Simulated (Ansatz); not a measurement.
**C2H4BFO: small, medium and large basis sets**

One table from this session's results is given with a row withheld; the runs are named, their logs left out.

Program: Ansatz 0.2.0, Gaussian basis. Level of theory: one geometry, several basis sets. These are calculated values, not measurements.

Levels to be run: PBE0-D4/def2-SVP; ωB97M-V/def2-SVP; PBE0-D4/def2-QZVPP; ωB97M-V/def2-QZVPP; the functionals' def2-TZVPP values are taken from earlier runs.

### The geometry

An earlier PBE0-D4 in a triple-zeta def2 set relaxation fixed the geometry.

9 atoms, charge 0, spin multiplicity 1.

Atoms are counted from 1 here; the program's logs count them from 0.

Bond lengths: O1–C2 1.363 Å, O1–H6 0.966 Å, C2–F3 1.377 Å, C2–B4 1.539 Å, C2–C5 1.514 Å, B4–C5 1.542 Å, B4–H7 1.183 Å, C5–H8 1.090 Å, C5–H9 1.087 Å. Angles: C2–O1–H6 108.8°, O1–C2–F3 112.6°, O1–C2–B4 120.7°, O1–C2–C5 119.4°, F3–C2–B4 119.2°, F3–C2–C5 114.8°, B4–C2–C5 60.7°, C2–B4–C5 58.9°, C2–B4–H7 152.2°, C5–B4–H7 148.6°, C2–C5–B4 60.5°, C2–C5–H8 117.6°, C2–C5–H9 117.4°, B4–C5–H8 116.5°, B4–C5–H9 121.4°, H8–C5–H9 113.6°.

As a file:

```xyz
9

O    -0.95476    0.02379    1.38843
C     0.08884    0.27155    0.54680
F     0.73450    1.45209    0.83827
B     0.88690   -0.88708   -0.07628
C    -0.06095   -0.02233   -0.93108
H    -1.69371    0.59550    1.14467
H     1.70065   -1.74378   -0.02403
H     0.40871    0.66608   -1.63301
H    -1.02159   -0.40212   -1.27087
```

The first run:

Contents of in.yaml:

```yaml
crystal:
  periodic: [false, false, false]
  atoms:
    - {symbol: O, position_ang: [-0.954759, 0.023787, 1.388426]}
    - {symbol: C, position_ang: [0.088842, 0.271550, 0.546803]}
    - {symbol: F, position_ang: [0.734505, 1.452087, 0.838272]}
    - {symbol: B, position_ang: [0.886900, -0.887084, -0.076278]}
    - {symbol: C, position_ang: [-0.060948, -0.022326, -0.931080]}
    - {symbol: H, position_ang: [-1.693713, 0.595505, 1.144666]}
    - {symbol: H, position_ang: [1.700654, -1.743781, -0.024027]}
    - {symbol: H, position_ang: [0.408708, 0.666082, -1.633012]}
    - {symbol: H, position_ang: [-1.021590, -0.402121, -1.270869]}
basis:
  gaussian: {orbitals: def2-SVP}
hamiltonian: {xc: pbe0, dispersion: d4}
output: {orbitals: {seedname: orbitals}}
```

Command:

```sh
$ ansatz run in.yaml --threads 2 --pin off --events-out ev --progress --plain --max-ram 4352MiB
```

Among the steps run: PBE0-D4 in def2-SVP; ωB97M-V in def2-SVP; PBE0-D4 in def2-QZVPP; ωB97M-V in def2-QZVPP.

One of the session's tables, all rows but one given; the rest of the session is left out.

It belongs to the step «Functionals by basis». 

| functional | basis | HOMO (eV) | LUMO (eV) |
| --- | --- | --- | --- |
| PBE0-D4 | def2-SVP | -7.31 | -1.89 |
| PBE0-D4 | def2-TZVPP | -7.45 | -2.01 |
| PBE0-D4 | def2-QZVPP | ? | ? |
| ωB97M-V | def2-SVP | -9.60 | 0.23 |
| ωB97M-V | def2-TZVPP | -9.76 | 0.04 |
| ωB97M-V | def2-QZVPP | -9.80 | -0.02 |

**Question.** Estimate the row for PBE0-D4, def2-QZVPP.

**Answer.** HOMO (eV): -7.49; LUMO (eV): -2.04. In the column «HOMO (eV)» it lies between ωB97M-V, def2-SVP (-9.60) and PBE0-D4, def2-TZVPP (-7.45).
